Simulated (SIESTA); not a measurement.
Wanted: the native input for a SIESTA 5.4.2 run.

```yaml
Task: band structure
Functional: LDA
Potentials_or_basis: PseudoDojo 0.4 standard (LDA files)
Basis: DZP (energy shift 0.003 Ry; two zetas on semicore shells)
Grid_cutoff: 800 Ry
Energy_shift: 0.003 Ry
k_mesh: 7 × 7 × 7
Occupations: fermi-dirac, width 0.05 eV
Spin: no spin polarisation
```

The system is ZrSi2.

```
Zr Si
1.0
     1.85300   -7.36750    0.00000
     1.85300    7.36750    0.00000
     0.00000    0.00000    3.67200
Zr Si
2 4
Direct
  0.10540 0.89460 0.25000
  0.89460 0.10540 0.75000
  0.75040 0.24960 0.25000
  0.24960 0.75040 0.75000
  0.44780 0.55220 0.25000
  0.55220 0.44780 0.75000
```

The input as run:

ZrSi2.fdf

```
SystemName                      ZrSi2
SystemLabel                     ZrSi2
NumberOfSpecies                 2
NumberOfAtoms                   6
%block ChemicalSpeciesLabel
  1  40 Zr
  2  14 Si
%endblock ChemicalSpeciesLabel

LatticeConstant                 1.0 Ang
%block LatticeVectors
     1.8530000000    -7.3675000000     0.0000000000
     1.8530000000     7.3675000000     0.0000000000
     0.0000000000     0.0000000000     3.6720000000
%endblock LatticeVectors
AtomicCoordinatesFormat         Fractional
%block AtomicCoordinatesAndAtomicSpecies
     0.1054000000     0.8946000000     0.2500000000  1  Zr
     0.8946000000     0.1054000000     0.7500000000  1  Zr
     0.7504000000     0.2496000000     0.2500000000  2  Si
     0.2496000000     0.7504000000     0.7500000000  2  Si
     0.4478000000     0.5522000000     0.2500000000  2  Si
     0.5522000000     0.4478000000     0.7500000000  2  Si
%endblock AtomicCoordinatesAndAtomicSpecies

%block kgrid.MonkhorstPack
    7   0   0  0.0
    0   7   0  0.0
    0   0   7  0.0
%endblock kgrid.MonkhorstPack
XC.Functional                   LDA
XC.Authors                      PW92
PAO.BasisSize                   DZP
PAO.EnergyShift                 0.003 Ry
Mesh.Cutoff                     800 Ry
OccupationFunction              FD
ElectronicTemperature           0.05 eV
MaxSCFIterations                120
SCF.MustConverge                false
SCF.Mixer.Method                Pulay
SCF.Mixer.Weight                0.25
SCF.Mixer.History               8
SCF.DM.Tolerance                5.0e-05
SCF.H.Tolerance                 1.0e-03 eV
WriteForces                     true
Charge.Mulliken                 end
BandLinesScale                  ReciprocalLatticeVectors
%block BandLines
    1    0.000000   0.000000   0.000000  \Gamma
    9    0.265814   0.265814   0.000000  X
    2    0.000000   0.500000   0.000000  S
    9    0.000000   0.500000   0.500000  R
    2    0.265814   0.265814   0.500000  A
    9    0.000000   0.000000   0.500000  Z
    9    0.000000   0.000000   0.000000  \Gamma
    4   -0.500000   0.500000   0.000000  Y
    8   -0.265814   0.734186   0.000000  X1
    9   -0.265814   0.734186   0.500000  A1
    8   -0.500000   0.500000   0.500000  T
    9   -0.500000   0.500000   0.000000  Y
    1    0.000000   0.000000   0.500000  Z
    4   -0.500000   0.500000   0.500000  T
%endblock BandLines
%block PAO.Basis
  Zr 5
  n=4 0 2
    3.504 0.000
  n=5 0 2
    8.951 0.000
  n=4 1 2
    4.065 0.000
  n=5 1 1
    8.951
  n=4 2 2
    7.326 0.000
%endblock PAO.Basis
```

Potentials or basis: PseudoDojo 0.4 standard (LDA files), DZP (energy shift 0.003 Ry; two zetas on semicore shells).

The run is started by

```sh
$ siesta < ZrSi2.fdf > ZrSi2.out 2>&1
```

Results of the run:

* Pressure: -4.8 GPa
* Largest force: 0.222 eV/Å
* Band gap on the k mesh: none (metal or under the smearing width)

Caveat: the basis of atomic orbitals isn't converged, which shifts pressures, moduli and gaps.

Wall time 12 min on 1 thread of AMD EPYC 9R45 96-Core Processor (Zen 5), on a shared host, peak memory 2.6 GiB.
